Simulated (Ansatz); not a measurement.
Write a Python script for the Ansatz DFT code, driven from Python that makes a ladder of methods at one geometry of CH4ClOPSi, SMILES ClC[SiH]1OP1. Settings (for the species named): Hartree-Fock, cc-pVDZ basis, multiplicity 1. The script varies functional: hf, pbe0, lda, lc_wpbe, pbe.

```xyz
9

Cl   -2.4044   -0.4997    1.4510
C    -1.1460    0.4315    0.6222
Si    0.2761   -0.6913    0.4015
O     1.8152    0.0102    0.2342
P     1.7653    0.7276   -1.1618
H    -0.9009    1.3174    1.2426
H    -1.5058    0.7937   -0.3299
H     0.1001   -1.7764   -0.5598
H     2.0888   -0.3592   -1.9171
```

The script, `ch4clopsi.py`:
```python
"""One geometry of CH4ClOPSi, method by method."""

from pathlib import Path

import ansatz as az
import numpy as np


def main() -> None:
    geometry_ang = [
        ("Cl", (-2.4044, -0.4997, 1.451)),
        ("C", (-1.146, 0.4315, 0.6222)),
        ("Si", (0.2761, -0.6913, 0.4015)),
        ("O", (1.8152, 0.0102, 0.2342)),
        ("P", (1.7653, 0.7276, -1.1618)),
        ("H", (-0.9009, 1.3174, 1.2426)),
        ("H", (-1.5058, 0.7937, -0.3299)),
        ("H", (0.1001, -1.7764, -0.5598)),
        ("H", (2.0888, -0.3592, -1.9171)),
    ]
    geometry = az.Crystal.molecule()
    for symbol, xyz in geometry_ang:
        geometry = geometry.atom(symbol, xyz)

    job = (
        geometry.calculation()
        .basis(gaussian="cc-pVDZ")  # the orbital basis, by name
        .accuracy("high")  # preset for grids and thresholds
        .scf(lower_state_search="off")
    )

    print("functional    E (Ha)        dipole (D)   HOMO (eV)  LUMO (eV)")
    for name in ["hf", "pbe0", "lda", "lc_wpbe", "pbe"]:
        report = job.functional(name).forces().orbitals().run(threads=1, runs_dir="runs").report
        lines = Path(report["orbitals_path"]).read_text().splitlines()
        field_of = lambda key: [line.split("=")[1].strip() for line in lines if line.startswith(key)]
        orbitals = [(27.211386 * float(e), s, float(n)) for e, s, n in zip(field_of("Ene="), field_of("Spin="), field_of("Occup="))]
        homo = max(e for e, _, n in orbitals if n > 0.5)
        lumo = min(e for e, _, n in orbitals if n < 0.5)
        dipole = 4.803205 * np.linalg.norm(report["charge_distribution"]["dipole_moment_e_ang"])
        print(f"{name:10s} {report['free_energy_ev'] / 27.211386246:14.6f} {dipole:9.3f} {homo:11.3f} {lumo:10.3f}")


if __name__ == "__main__":
    main()
```

```console
$ python ch4clopsi.py
functional    E (Ha)        dipole (D)   HOMO (eV)  LUMO (eV)
hf           -1204.132528     0.738      -6.988     -0.291
pbe0         -1206.184117     0.605      -5.658     -2.906
lda          -1201.895025     0.687      -4.953     -3.566
lc_wpbe      -1206.291032     0.594      -7.664     -1.175
pbe          -1206.090493     0.624      -4.838     -3.458
```

Reading the output:
- The settings weren't tested for convergence.
- The geometry is a force-field or estimated start, not a minimum of this method, and the basis set is short of its limit. A lower total doesn't mark the better method: functionals have no common bound, and MP2 and coupled cluster aren't variational.
- Levels such as HOMO and LUMO are orbital energies: with these approximate functionals they aren't the ionisation energy and electron affinity, and their gap isn't the fundamental gap.
- For Al to Cl the sets with a tight d function, cc-pV(X+d)Z, are usual.
- Run time: 66 s on 1 thread of Arm Neoverse V1, on a shared host, peak memory 0.42 GiB.
